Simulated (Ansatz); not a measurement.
# ClH2Te: the cost of one run

Program: Ansatz 0.2.0, Gaussian basis. Level of theory: RKS PBE-D4/def2-SVPD. These are calculated values, not measurements.

Levels: PBE-D4, revPBE-D4, BLYP-D4, r2SCAN-D4, B97M-V, PBE0-D4, B3LYP-D4, HSE06-D4, wB97X-V, wB97M-V, B2PLYP, Hartree-Fock, MP2, CCSD, CCSD(T). The reference is CCSD(T) extrapolated to the basis limit. For elements past Ar these valence bases correlate outer-core shells poorly, so that limit is rough.

Correlated methods freeze the cores. Filled d shells of the heavier atoms are correlated. Core potentials replace the inner electrons past krypton, and spin-orbit coupling is left out. B3LYP uses VWN-RPA correlation. B2PLYP carries no dispersion term here.

163 further runs of the same task are left out: 163 set aside as unsound or not needed.

### Step 1. The starting structure

The pair, from a GFN2-xTB docking trial: 4 atoms, charge -1, spin multiplicity 1.

Atoms are counted from 1 here; the program's logs count them from 0.

Bond lengths: Te2–H3 1.762 Å, Te2–H4 1.649 Å. Angles: H3–Te2–H4 85.0°.

Coordinates:

```
Cl    0.0015   -0.0278   -2.5868
Te    0.2183    0.4841    0.2060
H     0.2284    0.5539    1.9668
H    -0.4482   -1.0103    0.4139
```

Atoms 1 to 1 are fragment A (Cl−), the rest fragment B (TeH₂).

### Step 2. A first relaxation in a small basis

Input file pre/in.yaml:

```yaml
crystal:
  periodic: [false, false, false]
  atoms:
    - {symbol: Cl, position_ang: [0.001500, -0.027800, -2.586800]}
    - {symbol: Te, position_ang: [0.218300, 0.484100, 0.206000]}
    - {symbol: H, position_ang: [0.228400, 0.553900, 1.966800]}
    - {symbol: H, position_ang: [-0.448200, -1.010300, 0.413900]}
basis:
  gaussian: {orbitals: def2-SVPD}
total_charge: -1
hamiltonian: {xc: pbe, dispersion: d4}
relax: {f_tol: 0.03, max_steps: 250}
```

Run with:

```console
$ ansatz run in.yaml --threads 2 --pin off --events-out ev --progress --plain --max-ram 5222MiB
```

**Question.** How long does this run take on 2 threads of Arm Neoverse V1, shared host?

About 5 s.
